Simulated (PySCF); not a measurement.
# F3H2HfO (Hf(F)3(H2O)+): the cost of one run

Method: PBE0, Hf def2-SVP with ECP60, F def2-SVP, O def2-SVP, H def2-SVP; scalar-relativistic core potentials, no spin–orbit coupling; program: PySCF 2.14.0.

## (1) Starting geometry

7 atoms, charge 1, spin multiplicity 1.

Bond lengths: Hf1–F2 1.873 Å, Hf1–F3 1.871 Å, Hf1–F4 1.873 Å, Hf1–O5 2.185 Å, O5–H6 0.976 Å, O5–H7 0.976 Å. Angles: F2–Hf1–F3 111.9°, F2–Hf1–F4 114.1°, F2–Hf1–O5 105.1°, F3–Hf1–F4 111.9°, F3–Hf1–O5 108.1°, F4–Hf1–O5 105.1°, Hf1–O5–H6 126.6°, Hf1–O5–H7 126.6°, H6–O5–H7 106.7°.

Coordinates:

```xyz
7
charge 1, multiplicity 1
Hf    0.0292   -0.0406    0.0406
F     1.0414    1.1491    1.0733
F    -1.1012   -1.0953    1.0953
F     1.0414   -1.0733   -1.1491
O    -1.2174    1.2285   -1.2285
H    -1.5481    2.1209   -1.0136
H    -1.5481    1.0136   -2.1209
```

Formal oxidation states: Hf +4. An earlier session relaxed this geometry at PBE0, Hf def2-SVP with ECP60, F def2-SVP, O def2-SVP, H def2-SVP (singlet, point group Cs).

Its energy there is -423.313055 Eh.

## (2) One electron removed, multiplicity 2

File run.py (the lines that set the calculation):

```python
mol = gto.M(atom='''
Hf     0.02917    -0.04062     0.04062
F      1.04141     1.14909     1.07332
F     -1.10121    -1.09529     1.09529
F      1.04141    -1.07332    -1.14909
O     -1.21741     1.22846    -1.22846
H     -1.54814     2.12088    -1.01362
H     -1.54814     1.01362    -2.12088''',
    basis={'Hf': 'def2-SVP', 'F': 'def2-SVP', 'O': 'def2-SVP', 'H': 'def2-SVP'},
    ecp={'Hf': 'def2-SVP'},
    charge=2, spin=1)
mf = dft.UKS(mol, xc='PBE0')
mf.grids.atom_grid = (50, 194)
mf = mf.density_fit()  # fitting sets: Hf def2-universal-JKFIT, F def2-universal-JKFIT, O def2-universal-JKFIT, H def2-universal-JKFIT
mf.conv_tol = 1e-08; mf.max_cycle = 55
mf.kernel(dm0)  # dm0: the density of the relaxed state
```

The run is started by

```
OMP_NUM_THREADS=2 python run.py
```

**Question.** How long does this run take on 2 threads of Intel Xeon Platinum 8488C (Sapphire Rapids), shared host?

About 3.9 s.
